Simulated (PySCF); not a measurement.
# C₅H₁₄AlN: runs on many settings

Which settings matter for C₅H₁₄AlN (`C[CH2][Al@@H-]([NH3+])[CH]1CC1`)?

The runs use PySCF 2.14.0, with density-fitted response routines of our own; the level of theory stands in each step. All values are computed, except where a source is named. Atoms are numbered from 0 throughout.

### Step 1. The molecule as given

21 atoms, charge 0, multiplicity 1; geometry from: GFN2-xTB.

Bonds of the start (Å): C0–C1 1.54, C1–Al2 2.01, Al2–N3 2.08, Al2–C4 1.99, C4–C5 1.51, C5–C6 1.49, C6–C4 1.52, C0–H7 1.09, C0–H8 1.09, C0–H9 1.09, C1–H10 1.10, C1–H11 1.10, Al2–H12 1.57, N3–H13 1.02, N3–H14 1.02, N3–H15 1.02, C4–H16 1.09, C5–H17 1.08, C5–H18 1.08, C6–H19 1.09, C6–H20 1.08.

### Step 2. NMR shieldings: PBE0/pcSseg-1

Job settings and geometry (Å):

```
{"job": {"kind": "nmr", "xc": "PBE0", "basis": "pcSseg-1"}, "charge": 0, "multiplicity": 1}
C     -2.916073    -0.829593    -0.472110
C     -1.826121    -0.936129     0.607677
Al    -0.155425    -0.007266    -0.017483
N     -0.430931     1.928633     0.705533
C      1.671455    -0.326874     0.711990
C      2.543602    -0.993477    -0.330639
C      2.695928     0.463255    -0.077737
H     -2.555065    -1.244338    -1.412643
H     -3.826242    -1.362517    -0.191137
H     -3.178438     0.212624    -0.657652
H     -2.240790    -0.552882     1.553025
H     -1.651614    -2.004656     0.801246
H     -0.101228     0.420987    -1.524746
H     -1.304844     2.337071     0.387450
H     -0.405484     1.964657     1.720904
H      0.334798     2.492749     0.347340
H      1.998664    -0.546729     1.728996
H      2.076455    -1.284268    -1.265413
H      3.335402    -1.660511    -0.018351
H      2.331676     1.131539    -0.852517
H      3.595357     0.814670     0.410497
```

Level: GIAO PBE0/pcSseg-1 NMR shielding, non-relativistic, gas phase.

Launch:

```
> OMP_NUM_THREADS=1 python probes_run.py task.json out
```

One launch serves the whole session: the jobs run in the order shown.

Output:

```text
coarse grid: 16800 points
cycle   1  E = -495.5386438791  dE =  4.685e-01  |g| = 5.717e-01  |ddm| = 3.839e+00
cycle   2  E = -495.5105861563  dE =  2.806e-02  |g| = 6.779e-01  |ddm| = 1.214e+00
cycle   3  E = -495.6306382772  dE = -1.201e-01  |g| = 4.012e-02  |ddm| = 6.787e-01
cycle   4  E = -495.6309879334  dE = -3.497e-04  |g| = 1.297e-02  |ddm| = 4.733e-02
cycle   5  E = -495.6310177886  dE = -2.986e-05  |g| = 7.009e-03  |ddm| = 1.807e-02
cycle   6  E = -495.6310297198  dE = -1.193e-05  |g| = 7.694e-04  |ddm| = 6.515e-03
cycle   7  E = -495.6310298609  dE = -1.411e-07  |g| = 2.559e-04  |ddm| = 1.263e-03
final grid: 154136 points
cycle   8  E = -495.6677419758  dE = -3.983e-05  |g| = 9.780e-03  |ddm| = 2.666e-02
cycle   9  E = -495.6677304733  dE =  1.150e-05  |g| = 1.213e-02  |ddm| = 1.807e-02
cycle  10  E = -495.6677655023  dE = -3.503e-05  |g| = 3.509e-04  |ddm| = 9.688e-03
cycle  11  E = -495.6677655211  dE = -1.881e-08  |g| = 1.641e-04  |ddm| = 3.965e-04
cycle  12  E = -495.6677655265  dE = -5.405e-09  |g| = 5.167e-05  |ddm| = 1.597e-04
cycle  13  E = -495.6677655271  dE = -6.211e-10  |g| = 8.396e-06  |ddm| = 6.107e-05
converged SCF energy = -495.6677655271

GIAO shielding tensors (ppm)
atom      isotropic    diamagn.    paramagn.     s11        s22        s33       span
  0 C      172.429     245.471     -73.041    165.531    167.947    183.811     18.280
  1 C      184.102     251.266     -67.164    174.351    187.192    190.762     16.411
  2 Al     395.705     797.854    -402.150    324.274    399.483    463.356    139.081
  3 N      235.699     318.451     -82.752    222.620    239.944    244.534     21.914
  4 C      197.592     250.650     -53.058    161.701    194.294    236.782     75.081
  5 C      186.473     253.783     -67.310    160.191    177.509    221.719     61.527
  6 C      186.726     254.698     -67.972    158.354    178.062    223.761     65.407
  7 H       30.552      30.010       0.542     25.897     29.286     36.474     10.577
  8 H       30.179      27.462       2.717     24.882     27.697     37.958     13.075
  9 H       31.001      30.375       0.626     26.203     30.183     36.616     10.414
 10 H       31.783      32.635      -0.853     27.839     30.337     37.172      9.333
 11 H       31.291      32.226      -0.935     26.543     30.151     37.178     10.636
 12 H       28.573      32.839      -4.266     25.642     27.967     32.109      6.467
 13 H       29.774      30.568      -0.794     23.299     25.949     40.073     16.774
 14 H       29.820      30.946      -1.127     24.790     25.632     39.038     14.248
 15 H       29.385      31.107      -1.722     22.292     27.174     38.687     16.395
 16 H       32.765      32.716       0.049     26.252     28.204     43.838     17.585
 17 H       31.557      32.340      -0.782     24.646     29.347     40.680     16.034
 18 H       31.134      30.665       0.468     25.010     26.433     41.957     16.947
 19 H       31.862      32.875      -1.013     25.429     29.639     40.518     15.090
 20 H       31.266      30.764       0.501     25.203     26.639     41.956     16.753
```

Wall time 51 s (1 thread of Arm Neoverse N1, shared host); peak memory 0.87 GiB.

The references, computed at this level on geometries of the same kind, shield at (ppm): ¹H TMS 31.72, ¹³C TMS 186.9, ¹⁵N NH3 267.7, ²⁷Al AlH4- 490.0. Their shielding less the atom's gives the shift. The references are single molecules in the gas phase, so shifts against H2O, NH3, PH3, H3PO4 or CFCl3 are not on the usual liquid scales and can be off by tens of ppm. Shifts against hydride references such as AlH4− lie on their own scale. Atoms listed in one row are averaged.

```tsv
atoms	environment	σ (ppm)	δ (ppm)
C0	methyl carbon	172.4	14.5
C1	sp3 CH2 bonded to Al	184.1	2.8
C5	three-membered-ring carbon	186.5	0.5
C6	three-membered-ring carbon	186.7	0.2
C4	three-membered-ring carbon	197.6	-10.7
H12	hydrogen on an aluminium bonded to 2 C, N	28.57	3.14
H13, H14, H15	hydrogen on a donor nitrogen of a Lewis adduct	29.66	2.06
H7, H8, H9	hydrogen on a methyl carbon	30.58	1.14
H18	hydrogen on a three-membered-ring carbon	31.13	0.58
H20	hydrogen on a three-membered-ring carbon	31.27	0.45
H11	hydrogen on an sp3 CH2 bonded to Al	31.29	0.43
H17	hydrogen on a three-membered-ring carbon	31.56	0.16
H10	hydrogen on an sp3 CH2 bonded to Al	31.78	-0.07
H19	hydrogen on a three-membered-ring carbon	31.86	-0.14
H16	hydrogen on a three-membered-ring carbon	32.76	-1.05
Al2	aluminium bonded to 2 C, N, H	395.7	94.3
N3	donor nitrogen of a Lewis adduct	235.7	32.0
```

Charges from the same density, by scheme (e):

```tsv
atoms	Mulliken	IAO	Hirshfeld	ESP fit
C0	-0.29	-0.40	-0.13	0.17
C1	-0.66	-0.61	-0.23	-0.20
Al2	0.94	0.77	0.39	0.68
N3	-0.48	-0.61	-0.16	-0.95
C4	-0.60	-0.49	-0.21	-0.50
C5	-0.23	-0.28	-0.10	-0.35
C6	-0.24	-0.29	-0.11	-0.19
```

Mayer bond orders: C0–C1 1.03, C1–Al2 0.79, Al2–N3 0.34, Al2–C4 0.73, C4–C5 0.96, C5–C6 0.97, C6–C4 0.94.

Ring of atoms C4, C5, C6: NICS(0) -45.8, NICS(1) -9.0, NICS(1)zz -25.4 ppm (means of both faces). The ring holds saturated atoms, so no π current runs round it: these values come from its σ bonds, any local π bonds and neighbouring rings, and say nothing of aromaticity.

In rings of three or four atoms NICS is ruled by the nearby σ bonds, so it says little on aromaticity.

### Step 3. TDDFT and polarisability: PBE0/def2-SVPD

Same as in step 2 but for these lines:

```diff
@@ -1,2 +1,2 @@
-{"job": {"kind": "nmr", "xc": "PBE0", "basis": "pcSseg-1"}, "charge": 0, "multiplicity": 1}
+{"job": {"kind": "uv", "xc": "PBE0", "basis": "def2-SVPD", "nstates": 6, "ntriplets": 2}, "charge": 0, "multiplicity": 1}
 C     -2.916073    -0.829593    -0.472110
```

Level: TDDFT PBE0/def2-SVPD, vertical, gas phase, core orbitals frozen in the response.

Output:

```text
coarse grid: 16800 points
cycle   1  E = -495.3154495387  dE =  4.071e-01  |g| = 5.544e-01  |ddm| = 6.781e+00
cycle   2  E = -495.2851052389  dE =  3.034e-02  |g| = 6.650e-01  |ddm| = 1.959e+00
cycle   3  E = -495.4049599132  dE = -1.199e-01  |g| = 4.030e-02  |ddm| = 1.169e+00
cycle   4  E = -495.4053333242  dE = -3.734e-04  |g| = 1.510e-02  |ddm| = 1.308e-01
cycle   5  E = -495.4053796397  dE = -4.632e-05  |g| = 7.106e-03  |ddm| = 3.407e-02
cycle   6  E = -495.4053925403  dE = -1.290e-05  |g| = 7.756e-04  |ddm| = 1.309e-02
cycle   7  E = -495.4053926869  dE = -1.467e-07  |g| = 2.726e-04  |ddm| = 2.597e-03
final grid: 154136 points
cycle   8  E = -495.4698732677  dE = -4.462e-05  |g| = 9.450e-03  |ddm| = 1.991e-01
cycle   9  E = -495.4698618211  dE =  1.145e-05  |g| = 1.173e-02  |ddm| = 3.155e-02
cycle  10  E = -495.4698960189  dE = -3.420e-05  |g| = 3.005e-04  |ddm| = 1.493e-02
cycle  11  E = -495.4698960343  dE = -1.549e-08  |g| = 1.777e-04  |ddm| = 1.041e-03
cycle  12  E = -495.4698960417  dE = -7.322e-09  |g| = 4.285e-05  |ddm| = 3.433e-04
cycle  13  E = -495.4698960421  dE = -4.858e-10  |g| = 8.464e-06  |ddm| = 1.392e-04
converged SCF energy = -495.4698960421

Static polarisability (au): isotropic 97.306, principal 86.791 92.354 112.772

Singlet excitations
state   eV       nm        f      main configurations
  1   5.0850    243.8   0.00256   H->L 0.99
  2   5.7374    216.1   0.00292   H-1->L 0.97
  3   6.1136    202.8   0.02349   H->L+1 0.94
  4   6.4709    191.6   0.01638   H->L+2 0.60, H-2->L 0.33
  5   6.5001    190.7   0.01977   H-2->L 0.65, H->L+2 0.31
  6   6.7497    183.7   0.01617   H->L+3 0.76, H-3->L 0.17

Triplet excitations (Tamm-Dancoff, eV): 5.0389 5.6432
```

Wall time 82 s (1 thread of Arm Neoverse N1, shared host); peak memory 1.1 GiB.

The orbitals next to the gap, with their largest atomic shares:

```tsv
orbital	eV	atoms
HOMO−3	-8.11	C6 22 %, C4 14 %, H12 14 %
HOMO−2	-7.77	C4 35 %, C5 23 %, C6 16 %
HOMO−1	-7.11	Al2 21 %, H12 18 %, C4 17 %
HOMO	-6.42	C1 24 %, C4 20 %, Al2 15 %
LUMO	-0.38	Al2 26 %, H13 15 %, N3 14 %
LUMO+1	0.81	Al2 30 %, C1 10 %, C0 9 %
LUMO+2	1.09	Al2 18 %, H13 9 %, C6 7 %
```

With each of the 6 states as a Gaussian band of 0.4 eV half-width at 1/e, the curve within the window shown has maxima at 192 nm (ε 2,300) L/(mol cm). Beyond the last state computed it falls off for lack of states. The curve at chosen wavelengths:

| nm | ε (L/mol/cm) |
| --- | --- |
| 176 | 580 |
| 180 | 1120 |
| 184 | 1706 |
| 188 | 2138 |
| 192 | 2296 |
| 196 | 2194 |
| 200 | 1921 |
| 204 | 1567 |
| 208 | 1195 |
| 212 | 854 |
| 216 | 577 |
| 220 | 376 |
| 224 | 246 |
| 228 | 173 |
| 232 | 138 |
| 236 | 124 |
| 240 | 118 |
| 244 | 113 |
| 248 | 104 |
| 252 | 90 |
| 256 | 73 |
| 260 | 56 |
| 264 | 41 |
| 268 | 28 |
| 272 | 19 |
| 276 | 12 |

Further results of this job:

```tsv
property	computed
dipole moment (D)	4.66
polarisability (Å³)	14.42
HOMO–LUMO gap (eV)	6.04
−ε(HOMO) (eV)	6.42
```

### Step 4. TDDFT and polarisability: BLYP/cc-pVDZ in cyclohexane

Same as in step 3 but for these lines:

```diff
@@ -1,2 +1,2 @@
-{"job": {"kind": "uv", "xc": "PBE0", "basis": "def2-SVPD", "nstates": 6, "ntriplets": 2}, "charge": 0, "multiplicity": 1}
+{"job": {"kind": "uv", "xc": "BLYP", "basis": "cc-pVDZ", "solvent": "cyclohexane", "nstates": 3, "ntriplets": 5, "tda": false, "scf": {"guess": "sap"}}, "charge": 0, "multiplicity": 1}
 C     -2.916073    -0.829593    -0.472110
```

Level: TDDFT BLYP/cc-pVDZ, vertical, IEF-PCM cyclohexane (non-equilibrium linear response), core orbitals frozen in the response.

Output:

```text
final grid: 154136 points
cycle   1  E = -481.3991808414  dE =  1.088e+01  |g| = 5.761e+00  |ddm| = 3.016e+01
cycle   2  E = -461.1430610211  dE =  2.026e+01  |g| = 8.794e+00  |ddm| = 3.935e+01
cycle   3  E = -492.4388414699  dE = -3.130e+01  |g| = 3.659e+00  |ddm| = 2.847e+01
cycle   4  E = -495.0834084135  dE = -2.645e+00  |g| = 1.819e+00  |ddm| = 1.178e+01
cycle   5  E = -495.9035319755  dE = -8.201e-01  |g| = 4.467e-01  |ddm| = 2.753e+00
cycle   6  E = -495.9284076414  dE = -2.488e-02  |g| = 3.683e-01  |ddm| = 1.529e+00
cycle   7  E = -495.9599603398  dE = -3.155e-02  |g| = 1.261e-01  |ddm| = 6.967e-01
cycle   8  E = -495.9635766408  dE = -3.616e-03  |g| = 4.457e-02  |ddm| = 3.099e-01
cycle   9  E = -495.9641536648  dE = -5.770e-04  |g| = 1.142e-02  |ddm| = 1.318e-01
cycle  10  E = -495.9641814096  dE = -2.774e-05  |g| = 5.513e-03  |ddm| = 2.747e-02
cycle  11  E = -495.9641891099  dE = -7.700e-06  |g| = 9.177e-04  |ddm| = 9.910e-03
cycle  12  E = -495.9641893111  dE = -2.012e-07  |g| = 3.864e-04  |ddm| = 2.094e-03
cycle  13  E = -495.9641893517  dE = -4.055e-08  |g| = 7.697e-05  |ddm| = 7.812e-04
cycle  14  E = -495.9641893521  dE = -4.421e-10  |g| = 7.009e-05  |ddm| = 2.458e-04
cycle  15  E = -495.9641893532  dE = -1.133e-09  |g| = 1.162e-05  |ddm| = 1.250e-04
cycle  16  E = -495.9641893533  dE = -3.217e-11  |g| = 3.848e-06  |ddm| = 2.861e-05
converged SCF energy = -495.9641893533

Static polarisability (au): isotropic 99.121, principal 88.112 92.633 116.618

Singlet excitations
state   eV       nm        f      main configurations
  1   4.8767    254.2   0.00070   H->L 1.00
  2   5.5875    221.9   0.00226   H-1->L 1.00
  3   5.9386    208.8   0.04228   H->L+1 0.97

Triplet excitations (Tamm-Dancoff, eV): 4.8242 5.4993 5.6844 6.0648 6.1387
```

It took 57 s on 1 thread of Arm Neoverse N1, shared host; peak memory 0.92 GiB.

This run: HOMO -4.89 eV, LUMO -0.02 eV; lowest singlet 4.88 eV.

### Step 5. Excited states and response: PBE0/pcseg-1

Same as in step 4 but for these lines:

```diff
@@ -1,2 +1,2 @@
-{"job": {"kind": "uv", "xc": "BLYP", "basis": "cc-pVDZ", "solvent": "cyclohexane", "nstates": 3, "ntriplets": 5, "tda": false, "scf": {"guess": "sap"}}, "charge": 0, "multiplicity": 1}
+{"job": {"kind": "uv", "xc": "PBE0", "basis": "pcseg-1", "nstates": 25, "ntriplets": 0, "tda": false, "grid": 3}, "charge": 0, "multiplicity": 1}
 C     -2.916073    -0.829593    -0.472110
```

Method: TDDFT PBE0/pcseg-1, vertical, gas phase, core orbitals frozen in the response.

Output:

```text
coarse grid: 16800 points
cycle   1  E = -495.5285695894  dE =  4.639e-01  |g| = 5.258e-01  |ddm| = 4.212e+00
cycle   2  E = -495.5073322689  dE =  2.124e-02  |g| = 6.140e-01  |ddm| = 1.241e+00
cycle   3  E = -495.6082546129  dE = -1.009e-01  |g| = 3.871e-02  |ddm| = 6.740e-01
cycle   4  E = -495.6086093866  dE = -3.548e-04  |g| = 1.228e-02  |ddm| = 5.153e-02
cycle   5  E = -495.6086384100  dE = -2.902e-05  |g| = 6.359e-03  |ddm| = 1.941e-02
cycle   6  E = -495.6086485017  dE = -1.009e-05  |g| = 7.629e-04  |ddm| = 6.762e-03
cycle   7  E = -495.6086486541  dE = -1.524e-07  |g| = 2.076e-04  |ddm| = 1.457e-03
final grid: 240984 points
cycle   8  E = -495.6454713865  dE = -3.686e-05  |g| = 9.475e-03  |ddm| = 2.770e-02
cycle   9  E = -495.6454603354  dE =  1.105e-05  |g| = 1.174e-02  |ddm| = 1.912e-02
cycle  10  E = -495.6454941866  dE = -3.385e-05  |g| = 2.912e-04  |ddm| = 1.040e-02
cycle  11  E = -495.6454942029  dE = -1.639e-08  |g| = 1.592e-04  |ddm| = 4.395e-04
cycle  12  E = -495.6454942086  dE = -5.638e-09  |g| = 3.990e-05  |ddm| = 1.694e-04
cycle  13  E = -495.6454942090  dE = -4.136e-10  |g| = 8.230e-06  |ddm| = 6.243e-05
converged SCF energy = -495.6454942090

Static polarisability (au): isotropic 85.586, principal 76.694 79.857 100.207

Singlet excitations
state   eV       nm        f      main configurations
  1   5.4622    227.0   0.00098   H->L 0.99
  2   6.1128    202.8   0.00127   H-1->L 0.97
  3   6.5455    189.4   0.06395   H->L+1 0.95
  4   6.8799    180.2   0.05248   H-2->L 0.92
  5   6.8939    179.8   0.01848   H->L+2 0.87
  6   7.1385    173.7   0.00743   H->L+3 0.66, H-3->L 0.24
  7   7.2032    172.1   0.02465   H-3->L 0.44, H-1->L+1 0.26, H->L+3 0.22
  8   7.2335    171.4   0.01547   H-1->L+1 0.65, H-3->L 0.26
  9   7.3974    167.6   0.02499   H->L+4 0.62, H-1->L+2 0.30
 10   7.6750    161.5   0.07344   H-1->L+2 0.60, H->L+4 0.25
 11   7.8011    158.9   0.04644   H-4->L 0.85
 12   7.8592    157.8   0.00948   H-1->L+3 0.84
 13   7.9425    156.1   0.00701   H-2->L+1 0.79, H-2->L+2 0.08
 14   8.0120    154.7   0.04786   H->L+5 0.77
 15   8.1437    152.2   0.00974   H-5->L 0.89
 16   8.1705    151.7   0.00077   H-2->L+2 0.40, H-1->L+4 0.15, H-2->L+4 0.14
 17   8.2232    150.8   0.05695   H->L+6 0.90
 18   8.3158    149.1   0.03494   H-3->L+1 0.55, H-1->L+4 0.23
 19   8.3767    148.0   0.04400   H-1->L+4 0.36, H-3->L+1 0.33, H-2->L+3 0.10
 20   8.4429    146.9   0.01570   H-2->L+3 0.67, H-2->L+2 0.17
 21   8.5347    145.3   0.04629   H-3->L+2 0.40, H->L+7 0.14, H-2->L+4 0.14
 22   8.5944    144.3   0.00294   H->L+7 0.45, H-2->L+4 0.17, H-3->L+2 0.09
 23   8.6025    144.1   0.01292   H-6->L 0.92
 24   8.6666    143.1   0.01768   H-2->L+4 0.39, H-3->L+2 0.32
 25   8.6815    142.8   0.00314   H-1->L+5 0.44, H->L+8 0.30, H->L+7 0.14
```

It took 82 s on 1 thread of Arm Neoverse N1, shared host; peak memory 0.83 GiB.

This run: HOMO -6.44 eV, LUMO 0.10 eV; lowest singlet 5.46 eV.

### Step 6. Nuclear shieldings: LC-wPBE/MINI

Same as in step 5 but for these lines:

```diff
@@ -1,2 +1,2 @@
-{"job": {"kind": "uv", "xc": "PBE0", "basis": "pcseg-1", "nstates": 25, "ntriplets": 0, "tda": false, "grid": 3}, "charge": 0, "multiplicity": 1}
+{"job": {"kind": "nmr", "xc": "LC-wPBE", "basis": "MINI", "pop": true, "scf": {"aux": "def2-universal-jkfit"}}, "charge": 0, "multiplicity": 1}
 C     -2.916073    -0.829593    -0.472110
```

With the program's defaults for keys left out, this is: GIAO LC-wPBE/MINI NMR shielding, non-relativistic, gas phase.

Output:

```text
final grid: 154136 points
cycle   1  E = -492.4613782343  dE =  1.071e+00  |g| = 2.773e-01  |ddm| = 6.264e+00
cycle   2  E = -492.4911535446  dE = -2.978e-02  |g| = 1.295e-01  |ddm| = 7.514e-01
cycle   3  E = -492.4965957072  dE = -5.442e-03  |g| = 2.839e-02  |ddm| = 2.434e-01
cycle   4  E = -492.4969919446  dE = -3.962e-04  |g| = 4.625e-03  |ddm| = 7.979e-02
cycle   5  E = -492.4970004370  dE = -8.492e-06  |g| = 1.411e-03  |ddm| = 1.207e-02
cycle   6  E = -492.4970012693  dE = -8.323e-07  |g| = 2.185e-04  |ddm| = 3.385e-03
cycle   7  E = -492.4970014076  dE = -1.383e-07  |g| = 6.314e-05  |ddm| = 7.064e-04
cycle   8  E = -492.4970013085  dE =  9.903e-08  |g| = 8.188e-06  |ddm| = 1.817e-04
cycle   9  E = -492.4970013086  dE = -4.729e-11  |g| = 2.189e-06  |ddm| = 3.080e-05
converged SCF energy = -492.4970013086

GIAO shielding tensors (ppm)
atom      isotropic    diamagn.    paramagn.     s11        s22        s33       span
  0 C      205.656     237.027     -31.371    199.392    200.756    216.821     17.428
  1 C      231.985     233.348      -1.363    216.304    236.123    243.527     27.223
  2 Al     590.700     780.949    -190.249    571.561    577.630    622.908     51.347
  3 N      276.721     299.427     -22.706    257.382    282.628    290.153     32.771
  4 C      244.383     231.187      13.196    208.968    244.097    280.085     71.118
  5 C      224.744     244.695     -19.951    193.289    215.482    265.462     72.173
  6 C      224.489     244.812     -20.323    190.570    215.655    267.242     76.672
  7 H       30.139      24.567       5.571     24.313     28.819     37.283     12.970
  8 H       29.778      29.759       0.018     23.570     26.048     39.715     16.145
  9 H       30.648      25.606       5.042     24.573     29.822     37.549     12.977
 10 H       30.902      27.480       3.421     25.199     29.005     38.501     13.301
 11 H       30.621      26.764       3.857     24.094     28.975     38.795     14.701
 12 H       28.467      26.951       1.516     25.202     28.354     31.846      6.644
 13 H       29.150      24.637       4.513     21.946     25.719     39.784     17.838
 14 H       28.994      24.309       4.685     23.563     25.029     38.391     14.829
 15 H       28.953      24.013       4.940     20.872     27.575     38.411     17.539
 16 H       31.053      28.276       2.777     23.445     26.855     42.858     19.413
 17 H       30.988      25.428       5.560     23.578     28.967     40.418     16.840
 18 H       30.129      32.105      -1.976     23.399     24.838     42.150     18.752
 19 H       31.208      25.847       5.360     24.309     29.296     40.018     15.709
 20 H       30.272      32.189      -1.917     23.635     25.103     42.080     18.445
```

It took 19 s on 1 thread of Arm Neoverse N1, shared host; peak memory 0.48 GiB.

In short: δ C0 25.5, C6 6.7, C5 6.4, C1 -0.8, H12 2.39, H13 1.83 ppm (means over like atoms).

### Step 7. Side by side: NMR shifts

Shifts (ppm) of some atoms, chosen among heavy atoms and hydrogens apart, with basis size and wall time:

```tsv
run	C0	C1	C5	C6	H12	H16	N3	functions	time
PBE0/pcSseg-1	14.5	2.8	0.5	0.2	3.14	-1.05	32.0	196	51 s
LC-wPBE/MINI	25.5	-0.8	6.4	6.7	2.39	-0.19	28.1	53	19 s
```

### Step 8. Run by run: electronic excitations

Excitations and ground-state properties, with basis size and wall time:

```tsv
run	lowest singlet (eV)	brightest (eV)	f	gap (eV)	α (Å³)	μ (D)	functions	time
PBE0/def2-SVPD	5.08	6.11	0.023	6.04	14.42	4.66	256	82 s
BLYP/cc-pVDZ in cyclohexane	4.88	5.94	0.042	4.86	14.69	5.25	172	57 s
PBE0/pcseg-1	5.46	7.67	0.073	6.54	12.68	4.80	172	82 s
```

### Step 9. What came out

| quantity | value |
| --- | --- |
| ¹³C shifts against TMS (PBE0/pcSseg-1) | 14.5, 2.8, 0.5, 0.2, -10.7 ppm |
| ¹H shifts against TMS (PBE0/pcSseg-1, means over atoms taken as alike) | 3.14, 2.06, 1.14, 0.58, 0.45, 0.43, 0.16, -0.07, -0.14, -1.05 ppm |
| ²⁷Al shifts against AlH4- (PBE0/pcSseg-1) | 94.3 ppm |
| ¹⁵N shifts against NH3 (PBE0/pcSseg-1) | 32.0 ppm |
| lowest singlet (PBE0/def2-SVPD) | 5.08 eV (244 nm), f = 0.003 |
| brightest single state of those computed | state 3, 6.11 eV, f = 0.023 |
| lowest triplet | 5.04 eV |
| range of the shift of C0 | 14.5 to 25.5 ppm |
| range of the lowest singlet | 4.88 to 5.46 eV |
| property runs in this session | 5, of which 0 failed and 1 gave unsound results |

What this shows: Single values in the summary come from the first sound run of each kind (PBE0/pcSseg-1; PBE0/def2-SVPD), which need not be the best level. At PBE0/pcSseg-1: Shielding is most anisotropic at Al2 (span 139 ppm, paramagnetic term -402 ppm). The lowest singlet, at 5.08 eV, is HOMO→LUMO 0.99 and is weak; of the 6 states computed, the strongest absorption comes from states 4 to 5 together at 6.50 eV. The lowest triplet lies 0.05 eV below the lowest singlet (triplets in Tamm-Dancoff, singlets in full TDDFT). Among the atoms with a shift in every run: Across the 2 runs the shift of C0 moves most, between 14.5 (PBE0/pcSseg-1) and 25.5 ppm (LC-wPBE/MINI). A minimal basis is unusable for shieldings, so that end is no result. The lowest singlet runs from 4.88 eV (BLYP/cc-pVDZ in cyclohexane) to 5.46 eV (PBE0/pcseg-1), while the orbital gap spans 4.86 to 6.54 eV. The lowest state need not be the same one in every run. The runs solved for a few states only, so the brightest column depends on that window.
